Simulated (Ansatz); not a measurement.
# Bi2Se3 (Paraguanajuatite): the cost of one run

Program: Ansatz 0.2.0. Level of theory: DFT PBE, scalar-relativistic, plane waves, PAW. These are calculated values, not measurements.

2 further runs of the same task are left out: 2 set aside as unsound or not needed.

## (1) The starting structure

It takes space group R-3m (No. 166, trigonal). Conventional cell: a = 4.190 Å, b = 4.190 Å, c = 31.301 Å, α = 90.00°, β = 90.00°, γ = 120.00°. Around Bi (site symmetry 3m) lie 6 Se at 2.88 to 3.11 Å. Se (site symmetry -3m) is surrounded by 6 Bi at 3.11 Å. Around Se (site symmetry 3m) lie 3 Bi at 2.88 Å.

As a file:

```cif
data_structure
_symmetry_space_group_name_H-M 'R-3m:H'
_symmetry_Int_Tables_number 166
_cell_length_a 4.1904
_cell_length_b 4.1904
_cell_length_c 31.3009
_cell_angle_alpha 90.000
_cell_angle_beta 90.000
_cell_angle_gamma 120.000
_cell_volume 476.00
loop_
_atom_site_label
_atom_site_type_symbol
_atom_site_symmetry_multiplicity
_atom_site_Wyckoff_symbol
_atom_site_fract_x
_atom_site_fract_y
_atom_site_fract_z
_atom_site_occupancy
Bi1 Bi 6 c 0.66667 0.33333 0.72897 1
Se1 Se 3 a 0.00000 0.00000 0.00000 1
Se2 Se 6 c 0.33333 0.66667 0.88781 1
```

This cell was relaxed beforehand with the same method: volume 31.73 Å³/atom, gap on the mesh 0.70 eV.

## (2) A stricter relaxation

Response runs need a geometry at rest under their own mesh and occupations; hence this stricter relaxation.

Contents of input.yaml:

```yaml
crystal:
  lattice:
    - [2.0952101504, 1.2096701443, 10.4336288293]
    - [-2.0952101504, 1.2096701443, 10.4336288293]
    - [0.0, -2.4193402887, 10.4336288293]
  atoms:
    - { symbol: Bi, position: [0.3956391897, 0.3956391897, 0.3956391897] }
    - { symbol: Bi, position: [0.6043608103, 0.6043608103, 0.6043608103] }
    - { symbol: Se, position: [0.0, 0.0, 0.0] }
    - { symbol: Se, position: [0.2211432092, 0.2211432092, 0.2211432092] }
    - { symbol: Se, position: [0.7788567908, 0.7788567908, 0.7788567908] }
basis:
  ecutwfc: 420
kpoints:
  mp_grid: { grid: [9, 9, 9] }
hamiltonian:
  xc: pbe
scf:
  occupations: { method: fixed }
output:
  forces: true
  stress: true
  eigenvalues: true
  write_density: true
  write_potential: true
  elf: true
  volumetric_format: npy
relax:
  adjacent_minimum: "off"
  f_tol: 0.001
  max_steps: 60
  cell: { stress_tol: 0.01 }
```

Command:

```bash
$ ansatz run input.yaml --threads 2 --pin off --max-ram 5120MiB --backend cpu --events-out ev --progress --plain --runs-dir out
```

What time and memory should one allow on 2 threads of Intel Xeon at 2.50GHz (Skylake/Cascade Lake), shared host?

About 5.9 min, with a peak of 0.78 GiB.
